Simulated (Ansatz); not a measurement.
# TiF5−: up Jacob's ladder to CCSD(T)

The task here is to estimate one member of a computed series from the others.

Computed with Ansatz 0.2.0, Gaussian basis. Level: functionals in def2-TZVPPD, the program's frozen cores in correlated methods.

Levels to be run: LDA (SPW92), PBE-D4, revPBE-D4, BLYP-D4, r2SCAN-D4, B97M-V, PBE0-D4, B3LYP-D4, r2SCANh-D4, r2SCAN0-D4, HSE06-D4, BHLYP-D4, CAM-B3LYP-D4, LC-ωPBE, ωB97X-V, ωB97M-V, B2PLYP, PBE-QIDH; CCSD(T)/def2-SVPD; CCSD(T)/def2-TZVPPD; MP2/def2-QZVPPD; extrapolation to the limit.

### The geometry

The geometry comes from an earlier relaxation with PBE0-D4 in a triple-zeta def2 set; it is a stationary point.

SMILES `[F][Ti-]([F])([F])([F])[F]`, 6 atoms, charge -1, spin multiplicity 1.

Atoms are counted from 1 here; the program's logs count them from 0.

Bond lengths: F1–Ti2 1.840 Å, Ti2–F3 1.800 Å, Ti2–F4 1.800 Å, Ti2–F5 1.840 Å, Ti2–F6 1.800 Å. Angles: F1–Ti2–F3 90.0°, F1–Ti2–F4 90.0°, F1–Ti2–F5 180.0°, F1–Ti2–F6 90.0°, F3–Ti2–F4 120.0°, F3–Ti2–F5 90.0°, F3–Ti2–F6 120.0°, F4–Ti2–F5 90.0°, F4–Ti2–F6 120.0°, F5–Ti2–F6 90.0°.

Set-up of the first run:

Contents of in.yaml:

```yaml
crystal:
  periodic: [false, false, false]
  atoms:
    - {symbol: F, position_ang: [-0.966391, -1.239223, 0.957375]}
    - {symbol: Ti, position_ang: [-0.000011, 0.000007, 0.000002]}
    - {symbol: F, position_ang: [1.527786, -0.823163, 0.477286]}
    - {symbol: F, position_ang: [-0.857022, -0.493440, -1.503822]}
    - {symbol: F, position_ang: [0.966916, 1.238719, -0.957494]}
    - {symbol: F, position_ang: [-0.671267, 1.317091, 1.026652]}
basis:
  gaussian: {orbitals: "def2-TZVPPD.json"}
total_charge: -1
hamiltonian: {xc: lda}
output: {orbitals: {seedname: orbitals}}
```

Command:

```console
$ ansatz run in.yaml --threads 2 --pin off --events-out ev --progress --plain --max-ram 32768MiB --backend cpu
```

Steps of the session up to this table: LDA; PBE-D4 (GGA); revPBE-D4 (GGA); BLYP-D4 (GGA); r2SCAN-D4 (meta-GGA); B97M-V (meta-GGA); B3LYP-D4 (hybrid); r2SCANh-D4 (hybrid); r2SCAN0-D4 (hybrid); HSE06-D4 (hybrid); BHLYP-D4 (hybrid); CAM-B3LYP-D4 (range-separated); LC-ωPBE (range-separated); ωB97X-V (range-separated); ωB97M-V (range-separated); B2PLYP (double hybrid); PBE-QIDH (double hybrid).

One table of the session follows, with a row left open; its other results are not shown here.

It belongs to the step «Orbital energies across the functionals». Levels, from each run's orbital file:

| functional | HOMO (eV) | LUMO (eV) | gap (eV) |
| --- | --- | --- | --- |
| LDA (SPW92) | -3.80 | 1.50 | 5.30 |
| PBE-D4 | -3.53 | 1.80 | 5.34 |
| revPBE-D4 | ? | ? | ? |
| BLYP-D4 | -3.50 | 1.82 | 5.32 |
| r2SCAN-D4 | -3.99 | 1.84 | 5.83 |
| B97M-V | -4.14 | 1.80 | 5.94 |
| PBE0-D4 | -5.56 | 2.73 | 8.29 |
| B3LYP-D4 | -5.28 | 2.37 | 7.65 |
| r2SCANh-D4 | -4.75 | 2.20 | 6.95 |
| r2SCAN0-D4 | -5.91 | 2.76 | 8.67 |
| HSE06-D4 | -5.14 | 2.35 | 7.49 |
| BHLYP-D4 | -7.62 | 3.79 | 11.41 |
| CAM-B3LYP-D4 | -7.18 | 3.77 | 10.95 |
| LC-ωPBE | -8.42 | 4.33 | 12.75 |
| ωB97X-V | -8.13 | 4.43 | 12.56 |
| ωB97M-V | -8.12 | 3.94 | 12.07 |

Estimate the missing values for revPBE-D4.

As computed: HOMO (eV): -3.44; LUMO (eV): 1.91; gap (eV): 5.35. In the column «HOMO (eV)» it is the highest.
